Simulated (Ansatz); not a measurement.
# Zr3O: the cost of one run

Method: DFT PBEsol, scalar-relativistic, plane waves, PAW, in Ansatz 0.2.0.

The COD entry's cell or inner coordinates are ideal or old and differ from later refinements, so a difference from it is no clean test against experiment.

39 further runs of the same task are left out: 39 set aside as unsound or not needed.

## Step 1: Starting point

The structure is hexagonal, space group P6_322 (No. 182). Conventional cell: a = 5.584 Å, b = 5.584 Å, c = 5.156 Å, α = 90.00°, β = 90.00°, γ = 120.00°. Zr (site symmetry 2) has 2 O at 2.25 Å as nearest neighbours. O (site symmetry 32) has 6 Zr at 2.25 Å as nearest neighbours.

As a file:

```
CELL_PARAMETERS angstrom
5.58429 0.00000 0.00000
-2.79214 4.83613 0.00000
0.00000 0.00000 5.15575
ATOMIC_POSITIONS crystal
Zr 0.33947 0.00000 0.00000
Zr 0.33947 0.33947 0.50000
Zr 0.00000 0.33947 0.00000
Zr 0.66053 0.00000 0.50000
Zr 0.66053 0.66053 0.00000
Zr 0.00000 0.66053 0.50000
O 0.33333 0.66667 0.25000
O 0.66667 0.33333 0.75000
```

This cell was relaxed beforehand with the same method: volume 17.40 Å³/atom, gap on the mesh none (metal).

## Step 2: What is varied

Atoms count from 1 in the order of the input.

The energy is mapped over a free internal coordinate and the cell.

The axes are (1) shift of Zr1 along [1 0 0], its symmetry partners moved as symmetry demands (measured in the relaxed cell): 9 values from −0.150 Å; (2) c/a of the conventional cell at fixed volume: 9 values from 0.803 to 1.043.

Nothing else is relaxed (all other coordinates fixed). Energies count from the relaxed crystal. Points are written as (first, second).

## Step 3: The run at (0.075 Å, 0.803)

The input, input.yaml:

```yaml
crystal:
  lattice:
    - [5.8497104291, 0.0, 0.0]
    - [-2.9248552145, 5.0659978364, 0.0]
    - [0.0, 0.0, 4.6984874166]
  atoms:
    - { symbol: Zr, position: [0.3529025719, 0.0, 0.0] }
    - { symbol: Zr, position: [0.3529025719, 0.3529025719, 0.5] }
    - { symbol: Zr, position: [0.0, 0.3529025719, 0.0] }
    - { symbol: Zr, position: [0.6470974281, 0.0, 0.5] }
    - { symbol: Zr, position: [0.6470974281, 0.6470974281, 0.0] }
    - { symbol: Zr, position: [0.0, 0.6470974281, 0.5] }
    - { symbol: O, position: [0.3333333333, 0.6666666667, 0.25] }
    - { symbol: O, position: [0.6666666667, 0.3333333333, 0.75] }
basis:
  ecutwfc: 520.0
kpoints:
  mp_grid: { grid: [9, 9, 8] }
hamiltonian:
  xc: pbesol
  pseudopotentials: { kind: paw, azcp: { folder: soft_1 } }
scf:
  occupations: { method: gaussian, width: 0.15 }
output:
  forces: true
  stress: true
  eigenvalues: true
```

Started as:

```bash
> ansatz run input.yaml --threads 4 --pin off --max-ram 8192MiB --backend cpu --events-out ev --progress --plain --runs-dir out
```

Q: Estimate wall time and peak memory on 4 threads of Intel Xeon Platinum 8375C at 2.90GHz (Ice Lake), shared host.

About 10 s, with a peak of 0.79 GiB.
